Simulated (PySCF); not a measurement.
# CSe: basis, grid and Hamiltonian

Aim: see how much the energy and properties of CSe depend on the numerical set-up.

The runs use PySCF 2.14.0; each script names its method and basis.

4 further runs of the same task are left out: 4 that didn't finish.

## 1. The starting structure

CSe: 2 atoms, charge 0, spin multiplicity 1.

Bond lengths: C1–Se2 1.825 Å.

## 2. The base run

The input, input.py:

```python
from pyscf import gto, scf

mol = gto.M(
    atom='C 0 0 0; Se 0 0 1.825',
    basis='sbkjc',
    ecp={'C': 'sbkjc', 'Se': 'sbkjc'},
    charge=0,
    spin=0,
    verbose=4,
)
mf = scf.RHF(mol)
mf.kernel()
mf.mulliken_pop()
mf.dip_moment()
print('orbital energies (hartree):', mf.mo_energy[..., max(0, mol.nelec[1]-3):mol.nelec[0]+3].round(4))
```

Launch:

```bash
$ OMP_NUM_THREADS=1 python input.py
```

The log of this run is left out.

It gives: E(SCF) = -14.487431 Eh, 9 cycles, μ = 0.78 D.

The bond length is a typed value, not an optimised one.

## 3. Def2-svp (core potential off)

Edit 1 changes basis set: sbkjc → def2-svp; core potential: on → off. The core potential changes with it: totals don't compare.

The input, input.py:

```python
from pyscf import gto, scf

mol = gto.M(
    atom='C 0 0 0; Se 0 0 1.825',
    basis='def2-svp',
    charge=0,
    spin=0,
    verbose=4,
)
mf = scf.RHF(mol)
mf.kernel()
mf.analyze()
print('orbital energies (hartree):', mf.mo_energy[..., max(0, mol.nelec[1]-3):mol.nelec[0]+3].round(4))
```

Launch:

```bash
$ OMP_NUM_THREADS=1 python input.py
```

## 4. Jorge-dzp (core potential off)

Edit 2 changes basis set: sbkjc → jorge-dzp; core potential: on → off. The core potential changes with it: totals don't compare.

The input, input.py:

```python
from pyscf import gto, scf

mol = gto.M(
    atom='C 0 0 0; Se 0 0 1.825',
    basis='jorge-dzp',
    charge=0,
    spin=0,
    verbose=4,
)
mf = scf.RHF(mol)
mf.kernel()
mf.analyze()
print('orbital energies (hartree):', mf.mo_energy[..., max(0, mol.nelec[1]-3):mol.nelec[0]+3].round(4))
```

## 5. Jorge-dzp-dkh (core potential off, X2C on)

Edit 3 changes basis set: sbkjc → jorge-dzp-dkh; core potential: on → off; spin-free X2C: off → on. The core potential changes with it: totals don't compare.

The input, input.py:

```python
from pyscf import gto, scf

mol = gto.M(
    atom='C 0 0 0; Se 0 0 1.825',
    basis='jorge-dzp-dkh',
    charge=0,
    spin=0,
    verbose=4,
)
mf = scf.RHF(mol)
mf = mf.sfx2c1e()
mf.kernel()
mf.analyze()
print('orbital energies (hartree):', mf.mo_energy[..., max(0, mol.nelec[1]-3):mol.nelec[0]+3].round(4))
```

## 6. Cartesian functions on

Edit 4 changes Cartesian functions: off → on.

input.py: that of step 2 with these lines changed.

```diff
@@ -8,2 +8,3 @@
     spin=0,
+    cart=True,
     verbose=4,
```

Q: Predict the outcome of this session. Wanted: for each run, E(SCF); from base; gap; SCF dipole.

**Answer**, as computed:

```tsv
run	E(SCF) (hartree)	from base (eV)	cycles	gap (eV)	SCF dipole (D)	functions
base	-14.487431	0	9	11.45	0.78	16
def2-svp (core potential off)	-2437.259194	not comparable	10	11.65	1.04	46
jorge-dzp (core potential off)	-2437.510537	not comparable	11	11.64	0.65	58
jorge-dzp-dkh (core potential off, X2C on)	-2465.728422	not comparable	10	11.62	0.71	58
Cartesian functions on	-14.487431	0.0000	9	11.45	0.78	16
```

**Reading.** No change of the SCF energy comes from Cartesian functions on. The basis has no d shells, so the Cartesian switch can't act.
